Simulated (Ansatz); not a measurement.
# H4S4Sn: the cost of one run

The runs use Ansatz 0.2.0, Gaussian basis; the settings change from run to run.

**1. The molecule**

The geometry comes from an earlier relaxation with PBE0-D4 in a triple-zeta def2 set; it is a stationary point, not always the lowest conformer. Sn takes a core potential in def2 sets; no spin-orbit term is included.

SMILES `[SH][Sn]([SH])([SH])[SH]`, 9 atoms, charge 0, spin multiplicity 1.

Atoms are counted from 1 here; the program's logs count them from 0.

Bond lengths: S1–Sn2 2.393 Å, S1–H6 1.345 Å, Sn2–S3 2.387 Å, Sn2–S4 2.397 Å, Sn2–S5 2.392 Å, S3–H7 1.344 Å, S4–H8 1.344 Å, S5–H9 1.344 Å. Angles: Sn2–S1–H6 91.8°, S1–Sn2–S3 111.3°, S1–Sn2–S4 104.6°, S1–Sn2–S5 113.0°, S3–Sn2–S4 112.6°, S3–Sn2–S5 103.6°, S4–Sn2–S5 112.0°, Sn2–S3–H7 92.1°, Sn2–S4–H8 92.3°, Sn2–S5–H9 92.2°.

As a file:

```
S    -0.4073    1.9795   -1.3034
Sn    0.2482    0.1355    0.0740
S     2.6243   -0.0571    0.1910
S    -0.7826   -1.7753   -0.9424
S    -0.4066    0.3992    2.3589
H    -1.5633    1.3766   -1.6337
H     2.6815   -0.6945   -0.9914
H    -0.7750   -2.4623    0.2133
H    -1.5307    1.0521    2.0165
```

**2. B2GP-PLYP/def2-TZVP**

in.yaml

```yaml
crystal:
  periodic: [false, false, false]
  atoms:
    - {symbol: S, position_ang: [-0.407334, 1.979542, -1.303424]}
    - {symbol: Sn, position_ang: [0.248178, 0.135520, 0.073969]}
    - {symbol: S, position_ang: [2.624265, -0.057135, 0.191026]}
    - {symbol: S, position_ang: [-0.782577, -1.775338, -0.942363]}
    - {symbol: S, position_ang: [-0.406637, 0.399190, 2.358939]}
    - {symbol: H, position_ang: [-1.563257, 1.376586, -1.633654]}
    - {symbol: H, position_ang: [2.681473, -0.694457, -0.991382]}
    - {symbol: H, position_ang: [-0.775049, -2.462256, 0.213323]}
    - {symbol: H, position_ang: [-1.530664, 1.052148, 2.016466]}
basis:
  gaussian: {orbitals: def2-TZVP}
hamiltonian: {xc: {name: B2GP-PLYP}}
```

The run is started by

```sh
> ansatz run in.yaml --threads 2 --pin off --events-out ev --progress --plain --max-ram 32768MiB --backend cpu
```

What time and memory should one allow on 2 threads of AMD EPYC 7R13, shared host?

About 13 s, with a peak of 0.66 GiB.
